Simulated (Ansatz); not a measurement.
**C₂H₅NOSi: basis-set convergence**

The task here is to estimate one member of a computed series from the others.

The runs use Ansatz 0.2.0, Gaussian basis; one geometry, several basis sets.

Levels to be run: PBE0-D4/def2-SVP; ωB97M-V/def2-SVP; PBE0-D4/def2-QZVPP; ωB97M-V/def2-QZVPP; the functionals' def2-TZVPP values are taken from earlier runs.

### The relaxed structure

An earlier PBE0-D4 in a triple-zeta def2 set relaxation fixed the geometry.

SMILES `CO[SiH2]C#N`, 10 atoms, charge 0, spin multiplicity 1.

Atoms are counted from 1 here; the program's logs count them from 0.

Bond lengths: C1–O2 1.415 Å, C1–H6 1.095 Å, C1–H7 1.090 Å, C1–H8 1.094 Å, O2–Si3 1.625 Å, Si3–C4 1.860 Å, Si3–H9 1.473 Å, Si3–H10 1.482 Å, C4–N5 1.152 Å. Angles: O2–C1–H6 111.3°, O2–C1–H7 107.8°, O2–C1–H8 111.0°, H6–C1–H7 108.8°, H6–C1–H8 109.0°, H7–C1–H8 108.9°, C1–O2–Si3 124.3°, O2–Si3–C4 109.2°, O2–Si3–H9 108.1°, O2–Si3–H10 113.0°, C4–Si3–H9 108.2°, C4–Si3–H10 105.3°, H9–Si3–H10 112.8°, Si3–C4–N5 178.3°.

Set-up of the first run:

Contents of in.yaml:

```yaml
crystal:
  periodic: [false, false, false]
  atoms:
    - {symbol: C, position_ang: [-1.256788, 0.507013, -0.785520]}
    - {symbol: O, position_ang: [-0.000523, 0.982103, -0.339984]}
    - {symbol: Si, position_ang: [0.909830, 0.245969, 0.786459]}
    - {symbol: C, position_ang: [1.302382, -1.482235, 0.223400]}
    - {symbol: N, position_ang: [1.515231, -2.554880, -0.138908]}
    - {symbol: H, position_ang: [-1.966509, 0.423165, 0.044081]}
    - {symbol: H, position_ang: [-1.646583, 1.222104, -1.509853]}
    - {symbol: H, position_ang: [-1.158027, -0.469305, -1.269655]}
    - {symbol: H, position_ang: [2.175901, 0.989479, 0.910726]}
    - {symbol: H, position_ang: [0.208384, 0.085389, 2.082155]}
basis:
  gaussian: {orbitals: def2-SVP}
hamiltonian: {xc: pbe0, dispersion: d4}
output: {orbitals: {seedname: orbitals}}
```

The run is started by

```sh
> ansatz run in.yaml --threads 4 --pin off --events-out ev --progress --plain --max-ram 10444MiB
```

Steps of the session up to this table: PBE0-D4 in def2-SVP; ωB97M-V in def2-SVP; PBE0-D4 in def2-QZVPP; ωB97M-V in def2-QZVPP.

One of the session's tables, all rows but one given; the rest of the session is left out.

```
functional       basis  HOMO (eV)
   PBE0-D4    def2-SVP      -8.86
   PBE0-D4  def2-TZVPP      -9.00
   PBE0-D4  def2-QZVPP      -9.02
   ωB97M-V    def2-SVP     -11.23
   ωB97M-V  def2-TZVPP     -11.39
   ωB97M-V  def2-QZVPP          ?
```

Estimate the missing values for ωB97M-V, def2-QZVPP.

As computed: HOMO (eV): -11.42. In the column «HOMO (eV)» it is the lowest.
